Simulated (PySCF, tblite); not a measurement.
# C₃H₃F₃OS− (doublet): geometry, infrared bands and EPR parameters

What infrared bands and EPR parameters should C₃H₃F₃OS− (doublet) (`CO[C]([S-])C(F)(F)F`) show?

Computed with tblite 0.8.0 and PySCF 2.14.0, with density-fitted response routines of our own, on a single molecule in the gas phase. Atoms are numbered from 0 throughout.

### 1 The molecule as given

11 atoms, charge -1, multiplicity 2; geometry from: force field or distance geometry start.

Bonds of the start (Å): C0–O1 1.42, O1–C2 1.36, C2–S3 1.75, C2–C4 1.50, C4–F5 1.39, C4–F6 1.38, C4–F7 1.36, C0–H8 1.11, C0–H9 1.10, C0–H10 1.09.

### 2 Geometry optimisation with GFN2-xTB

The job: settings as JSON, then the geometry in Å.

```
{"job": {"kind": "relax", "xc": "GFN2-xTB", "basis": "xTB"}, "charge": -1, "multiplicity": 2}
C      1.689400    -0.013500     0.216600
O      0.744100     0.415400    -0.746000
C     -0.361400    -0.351100    -0.541500
S     -0.748300    -1.524300    -1.776100
C     -1.531800     0.301500     0.124300
F     -1.075300     0.707300     1.375800
F     -2.013900     1.430500    -0.515400
F     -2.550100    -0.573000     0.331900
H      1.241600    -0.006600     1.231800
H      2.056400    -1.034500     0.029500
H      2.554800     0.650900     0.243100
```

The run is started by

```
$ OMP_NUM_THREADS=1 python probes_run.py task.json out
```

The driver reads the jobs from task.json and runs them one after another.

Output:

```text
step      E/eV     max force
  0    -806.84073    3.250
  1    -807.05157    1.038
  2    -807.12792    0.745
  3    -807.15837    0.588
  4    -807.17526    0.306
  5    -807.18205    0.257
  6    -807.18860    0.287
  7    -807.19383    0.245
  8    -807.19968    0.214
  9    -807.20460    0.179
 10    -807.20744    0.139
 11    -807.20871    0.094
 12    -807.20970    0.117
 13    -807.21073    0.117
 14    -807.21155    0.070
 15    -807.21216    0.073
 16    -807.21288    0.081
 17    -807.21413    0.119
 18    -807.21634    0.174
 19    -807.21988    0.205
 20    -807.22451    0.211
 21    -807.22978    0.238
 22    -807.23513    0.282
 23    -807.23954    0.231
 24    -807.24227    0.231
 25    -807.24550    0.161
 26    -807.24772    0.132
 27    -807.24964    0.113
 28    -807.25087    0.089
 29    -807.25169    0.057
 30    -807.25199    0.048
 31    -807.25221    0.045
 32    -807.25244    0.040
 33    -807.25263    0.034
 34    -807.25278    0.036
 35    -807.25293    0.039
 36    -807.25311    0.040
 37    -807.25333    0.038
 38    -807.25355    0.044
 39    -807.25376    0.047
 40    -807.25401    0.047
 41    -807.25437    0.054
 42    -807.25486    0.059
 43    -807.25540    0.079
 44    -807.25595    0.087
 45    -807.25655    0.092
 46    -807.25738    0.099
 47    -807.25862    0.109
 48    -807.26013    0.128
 49    -807.26196    0.153
 50    -807.26430    0.173
 51    -807.26516    0.227
 52    -807.26837    0.168
 53    -807.27010    0.134
 54    -807.27174    0.133
 55    -807.27310    0.191
 56    -807.27471    0.107
 57    -807.27593    0.136
 58    -807.27695    0.051
 59    -807.27729    0.044
 60    -807.27760    0.046
 61    -807.27775    0.042
 62    -807.27792    0.034
 63    -807.27804    0.026
 64    -807.27813    0.027
 65    -807.27820    0.023
 66    -807.27826    0.024
 67    -807.27831    0.025
 68    -807.27835    0.018
 69    -807.27838    0.017
 70    -807.27842    0.017
 71    -807.27848    0.027
 72    -807.27856    0.031
 73    -807.27868    0.032
 74    -807.27889    0.044
 75    -807.27928    0.061
 76    -807.27999    0.076
 77    -807.28095    0.086
 78    -807.28191    0.082
 79    -807.28235    0.045
 80    -807.28250    0.021
 81    -807.28254    0.026
 82    -807.28258    0.012
 83    -807.28259    0.011
 84    -807.28261    0.010
 85    -807.28262    0.012
 86    -807.28266    0.017
 87    -807.28271    0.022
 88    -807.28281    0.028
 89    -807.28298    0.042
 90    -807.28327    0.056
 91    -807.28368    0.061
 92    -807.28410    0.045
 93    -807.28446    0.042
 94    -807.28458    0.030
 95    -807.28465    0.015
 96    -807.28469    0.020
 97    -807.28471    0.016
 98    -807.28473    0.008
```

It took 0.53 s on 1 thread of Arm Neoverse V1, shared host.

The steps of the relaxation: (not every step is listed)

| step | energy from step 0 (eV) | largest force (eV/Å) |
| --- | --- | --- |
| 0 | 0.0000 | 3.2500 |
| 1 | -0.2108 | 1.0381 |
| 2 | -0.2872 | 0.7445 |
| 3 | -0.3176 | 0.5878 |
| 4 | -0.3345 | 0.3064 |
| 5 | -0.3413 | 0.2575 |
| 6 | -0.3479 | 0.2870 |
| 7 | -0.3531 | 0.2446 |
| 8 | -0.3589 | 0.2144 |
| 16 | -0.3722 | 0.0808 |
| 24 | -0.4015 | 0.2312 |
| 32 | -0.4117 | 0.0398 |
| 40 | -0.4133 | 0.0472 |
| 48 | -0.4194 | 0.1283 |
| 56 | -0.4340 | 0.1072 |
| 64 | -0.4374 | 0.0272 |
| 72 | -0.4378 | 0.0309 |
| 80 | -0.4418 | 0.0212 |
| 88 | -0.4421 | 0.0282 |
| 93 | -0.4437 | 0.0423 |
| 94 | -0.4438 | 0.0303 |
| 95 | -0.4439 | 0.0146 |
| 96 | -0.4440 | 0.0200 |
| 97 | -0.4440 | 0.0160 |
| 98 | -0.4440 | 0.0078 |

Distances of close pairs at the start and the end, largest changes first:

| bond | before (Å) | after (Å) | change (Å) |
| --- | --- | --- | --- |
| C2–S3 | 1.747 | 1.692 | -0.054 |
| O1–C2 | 1.361 | 1.399 | +0.039 |
| C2–C4 | 1.496 | 1.459 | -0.038 |
| C4–F5 | 1.393 | 1.417 | +0.025 |
| C4–F6 | 1.384 | 1.366 | -0.019 |
| C4–F7 | 1.358 | 1.342 | -0.016 |
| C0–H8 | 1.110 | 1.098 | -0.012 |
| C0–H9 | 1.101 | 1.096 | -0.005 |

The end geometry stands in the next job.

### 3 Vibrational analysis with GFN2-xTB

The job: settings as JSON, then the geometry in Å.

```
{"job": {"kind": "ir", "xc": "GFN2-xTB", "basis": "xTB"}, "charge": -1, "multiplicity": 2}
C      1.693382     0.048258     0.161522
O      0.714297     0.496960    -0.751673
C     -0.460707    -0.262875    -0.767747
S     -0.460944    -1.912381    -1.145029
C     -1.530193     0.279162     0.062896
F     -1.384918     0.149996     1.466793
F     -1.681871     1.630758    -0.061446
F     -2.746340    -0.240657    -0.164105
H      1.368355     0.196717     1.199662
H      1.899900    -1.016275     0.002380
H      2.594464     0.633008    -0.029217
```

Output:

```text
mode    cm-1     km/mol
  1      36.2      2.66
  2      58.1      5.02
  3     138.4      2.65
  4     153.0      1.06
  5     174.1      5.60
  6     254.3      1.61
  7     314.7      2.99
  8     362.9      5.70
  9     443.0      0.60
 10     490.3      3.44
 11     513.0     44.67
 12     545.6      1.92
 13     635.7    193.21
 14     712.3    253.90
 15     929.8    155.99
 16     980.8     68.28
 17    1033.6    264.53
 18    1069.0     77.05
 19    1126.6     11.59
 20    1161.9     46.71
 21    1202.2    216.38
 22    1389.5      0.53
 23    1472.0      4.31
 24    1488.7      0.66
 25    2889.5     62.12
 26    2922.6     33.41
 27    2979.9     74.53
```

It took 0.29 s on 1 thread of Arm Neoverse V1, shared host.

Which atoms move in the most intense modes:

| cm⁻¹ | km/mol | atoms |
| --- | --- | --- |
| 636 | 193.2 | C4 38 %, F5 26 %, F7 15 % |
| 712 | 253.9 | C4 52 %, F7 15 %, F6 11 % |
| 930 | 156.0 | C4 38 %, C2 24 %, F6 22 % |
| 981 | 68.3 | C0 40 %, O1 37 % |
| 1034 | 264.5 | C4 48 %, C2 21 %, F7 16 %, O1 10 % |
| 1069 | 77.0 | C2 69 %, O1 11 % |
| 1202 | 216.4 | C4 53 %, C2 31 % |
| 2980 | 74.5 | H10 93 % |

### 4 EPR parameters: B3LYP/pcH-1

Same as in step 3 but for these lines:

```diff
@@ -1,2 +1,2 @@
-{"job": {"kind": "ir", "xc": "GFN2-xTB", "basis": "xTB"}, "charge": -1, "multiplicity": 2}
+{"job": {"kind": "epr", "basis": "pcH-1"}, "charge": -1, "multiplicity": 2}
 C      1.693382     0.048258     0.161522
```

Method: UKS B3LYP, pcH-1 on C F H O S, non-relativistic, mean-field spin-orbit, GIAO.

Output:

```text
UKS, coarse grid
  cycle   1  E = -888.89619623  |g| = 7.79e-01
  cycle   2  E = -888.57964353  |g| = 1.29e+00
  cycle   3  E = -889.10011088  |g| = 9.02e-02
  cycle   4  E = -889.10244299  |g| = 6.12e-02
  cycle   5  E = -889.10409128  |g| = 1.88e-02
  cycle   6  E = -889.10425628  |g| = 5.93e-03
  cycle   7  E = -889.10426836  |g| = 2.39e-03
  cycle   8  E = -889.10426977  |g| = 5.16e-04
UKS, final grid
  cycle   1  E = -889.10423541  |g| = 7.29e-04
  cycle   2  E = -889.10423500  |g| = 1.29e-03
  cycle   3  E = -889.10423561  |g| = 1.09e-04
  cycle   4  E = -889.10423562  |g| = 3.34e-05
  cycle   5  E = -889.10423562  |g| = 2.67e-05
E = -889.10423562 Eh   <S^2> = 0.7536 (exact 0.7500)
g shifts (ppm)      1          2          3
  rmc          -216       -216       -216
  gc             13         37         51
  oz_so        -209       8512      12650
  total        -412       8333      12485
hyperfine (MHz)  atom isotope    a_iso     a_fc   dipolar eigenvalues
    0   13C      32.28      32.28     -4.17     -3.14      7.31
    1   17O     -52.12     -51.99     -8.39      3.33      5.06
    2   13C     127.05     126.77    -53.18    -51.26    104.44
    3   33S       7.24       6.90    -37.93    -33.82     71.75
    4   13C       3.22       3.28     -5.99     -4.86     10.85
    5   19F     221.42     221.06    -78.46    -75.13    153.60
    6   19F      58.06      58.37    -24.61    -22.65     47.26
    7   19F       9.23       9.07    -12.62    -12.30     24.91
    8    1H      -1.55      -1.56     -3.01     -1.56      4.57
    9    1H      -2.86      -2.87     -4.00     -0.17      4.16
   10    1H      -3.32      -3.33     -2.68     -1.90      4.57
```

It took 76 s on 1 thread of Arm Neoverse V1, shared host; peak memory 0.86 GiB.

Principal g values 2.00191, 2.01065, 2.01480; g(iso) = 2.00912, against 2.00232 for a free electron.

Mean a(iso) over the nuclei that a row names, and the largest dipolar term of the row (other rows stand at the frozen geometry):

| nuclei | isotope | a(iso) (MHz) | a(iso) (G, at g = 2.0023) | largest dipolar term (MHz) |
| --- | --- | --- | --- | --- |
| C2 | 13C | 127.0 | 45.3 | 104.4 |
| F5, F6, F7 | 19F | 96.2 | 34.3 | 153.6 |
| O1 | 17O | -52.1 | -18.6 | -8.4 |
| C0 | 13C | 32.3 | 11.5 | 7.3 |
| S3 | 33S | 7.2 | 2.6 | 71.8 |
| C4 | 13C | 3.2 | 1.1 | 10.8 |
| H8, H9, H10 | 1H | -2.6 | -0.9 | 4.6 |

Mulliken spin populations:

| atom | value (e) |
| --- | --- |
| C0 | 0.03 |
| O1 | 0.00 |
| C2 | 0.52 |
| S3 | 0.39 |
| C4 | 0.03 |
| F5 | 0.03 |
| F6 | 0.01 |
| F7 | 0.00 |
| H8 | 0.00 |
| H9 | 0.00 |
| H10 | 0.00 |

In first order the couplings over 0.8 MHz of 19F, 1H give 16 distinct lines over 105.8 G, if the averaged nuclei exchange fast.

Orbitals, density, ELF and potential are computed afterwards from the orbital file.

ELF in a plane through or near 4 of the atoms.

Ten even steps from '0' (0.00) to '9' (0.97):
```
0000000000000000000000000000
0000000000000000000000000000
0000000000000000000000000000
0000000000000000000000000000
0000000000000000000000000000
0000000000000000001100000000
0000012111210000013320000000
0000278644520000012210000000
0000599986641001234201210000
0000378946153125742567740000
0000012687531468965825851000
0000002899600565532688830000
0000003897102688620166410000
0000001321057612662001000000
0000000000599465498500000000
0000000001689824898620000000
0000000000367778875410000000
0000000000123444432100000000
0000000000000000000000000000
0000000000000000000000000000
```
The map spans 10.7 Å across and 9.7 Å up, centred on the molecule. Atoms in the plane (x, y in Å): C0 (-1.7, 0.2), S3 (0.4, -2.2), C4 (1.5, 0.2), F7 (2.7, -0.4).

log10 of the density (e/Å³) in the same plane.

Ten even steps from ' ' (-4.0) to '@' (1.7):
```
                                                        
                                                        
                                                        
                                                        
              ............    ..::::::::..              
        ....::::::::::::::....::--======--::..          
      ..::----==========------====++++++==--::..        
      ..--====++++++++++========++******++==--::        
    ..::--==++**######**++++==++**##****++++====::      
    ..::--==++**##@@##****++++**##@@%%####****++--..    
      ::--==++**######********##########%%%%##++==::    
      ..::--==++******++++**####******##%%%%##++--..    
        ::----==++++++++++**####**++++++**++++==::      
        ..::----======++****####****++======--::..      
          ....::----==++**##@@%%##**++==--::..          
              ..::--==++****####****++==--::..          
                ::::--==++++++++++++==--::..            
                ....::--============--::..              
                    ..::::--------::::..                
                        ............                    
```
The map spans 10.7 Å across and 9.7 Å up, centred on the molecule. Atoms in the plane (x, y in Å): C0 (-1.7, 0.2), S3 (0.4, -2.2), C4 (1.5, 0.2), F7 (2.7, -0.4).

On the surface of density 0.002 e/bohr³ the electrostatic potential runs, from the 1st to the 99th percentile, from -5.62 V near F7 to -2.42 V near H10.

The spin density lies nearest to C2 44 %; S3 37 %.

### 5 Outcome

| quantity | value |
| --- | --- |
| strongest single infrared mode (GFN2-xTB) | 1034 cm⁻¹, 265 km/mol |
| zero-point energy (GFN2-xTB) | 36.4 kcal/mol |
| g(iso) (B3LYP) | 2.00912 |
| ⟨S²⟩ | 0.754 (exact 0.75) |
| largest a(iso) (averaged by class) | 13C on C2, 127.0 MHz |

In words: The optimisation took 98 steps and gained 0.444 eV; among the close pairs (by a distance rule), C2–S3 changed most, from 1.747 to 1.692 Å. All 27 modes are real, so the xTB geometry is a minimum. The strongest single mode, at 1034 cm⁻¹, is spread over several atoms, C4, C2, F7, O1 among them. Unscaled tight-binding wavenumbers are off by several per cent, some by more. Its intensities can rank the bands wrongly. The largest spin populations lie on C2 (0.52 e), S3 (0.39 e). The isotropic g lies 6.8 ppt above the free-electron value.
